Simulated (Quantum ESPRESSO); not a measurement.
Here is a Quantum ESPRESSO 7.5 calculation.

File pw.in:

```
&CONTROL
  calculation = 'scf'
  prefix = 'pwscf'
  outdir = './tmp'
  pseudo_dir = './pseudo'
  tprnfor = .true.
  tstress = .true.
  disk_io = 'low'
/
&SYSTEM
  ibrav = 0
  nat = 2
  ntyp = 2
  ecutwfc = 55
  ecutrho = 440
  nbnd = 18
  occupations = 'smearing'
  smearing = 'fd'
  degauss = 0.00367493
/
&ELECTRONS
  conv_thr = 4d-10
  electron_maxstep = 120
  mixing_beta = 0.3
/
ATOMIC_SPECIES
Nb    92.9064 Nb.pbe-spn-kjpaw_psl.0.3.0.UPF
Si    28.0850 Si.pbe-n-rrkjus_psl.1.0.0.UPF
CELL_PARAMETERS angstrom
   0.0000000000    2.5738300000    2.5738300000
   2.5738300000    0.0000000000    2.5738300000
   2.5738300000    2.5738300000    0.0000000000
ATOMIC_POSITIONS angstrom
Nb     0.0000000000    0.0000000000    0.0000000000
Si     2.5738300000    2.5738300000    2.5738300000
K_POINTS automatic
9 9 9 0 0 0
HUBBARD {ortho-atomic}
U Nb-4d 2.0
```

The input nscf.in:

```
&CONTROL
  calculation = 'nscf'
  prefix = 'pwscf'
  outdir = './tmp'
  pseudo_dir = './pseudo'
  disk_io = 'low'
/
&SYSTEM
  ibrav = 0
  nat = 2
  ntyp = 2
  ecutwfc = 55
  ecutrho = 440
  nbnd = 18
  occupations = 'tetrahedra_opt'
/
&ELECTRONS
  conv_thr = 1d-08
  electron_maxstep = 120
  mixing_beta = 0.3
  startingwfc = 'random'
/
ATOMIC_SPECIES
Nb    92.9064 Nb.pbe-spn-kjpaw_psl.0.3.0.UPF
Si    28.0850 Si.pbe-n-rrkjus_psl.1.0.0.UPF
CELL_PARAMETERS angstrom
   0.0000000000    2.5738300000    2.5738300000
   2.5738300000    0.0000000000    2.5738300000
   2.5738300000    2.5738300000    0.0000000000
ATOMIC_POSITIONS angstrom
Nb     0.0000000000    0.0000000000    0.0000000000
Si     2.5738300000    2.5738300000    2.5738300000
K_POINTS automatic
14 14 14 0 0 0
HUBBARD {ortho-atomic}
U Nb-4d 2.0
```

projwfc.in

```
&PROJWFC
  prefix = 'pwscf'
  outdir = './tmp'
  filpdos = 'p'
  Emin = -1
  Emax = 24
  DeltaE = 0.05
/
```

Potentials or basis: SSSP 1.3 efficiency PBE.

Launch:

```console
$ OMP_NUM_THREADS=1 pw.x -in pw.in > pw.out
$ OMP_NUM_THREADS=1 pw.x -in nscf.in > nscf.out
$ OMP_NUM_THREADS=1 projwfc.x -in projwfc.in > projwfc.out
```

(1) Predict the band gap on the k mesh.

(2) What does it give for the pressure?

Answers

(1) none (metal or under the smearing width).

(2) 0.6 GPa.

Caveat: U without spin polarisation on a metal has little footing; the U is typed as a test and isn't derived for this compound.
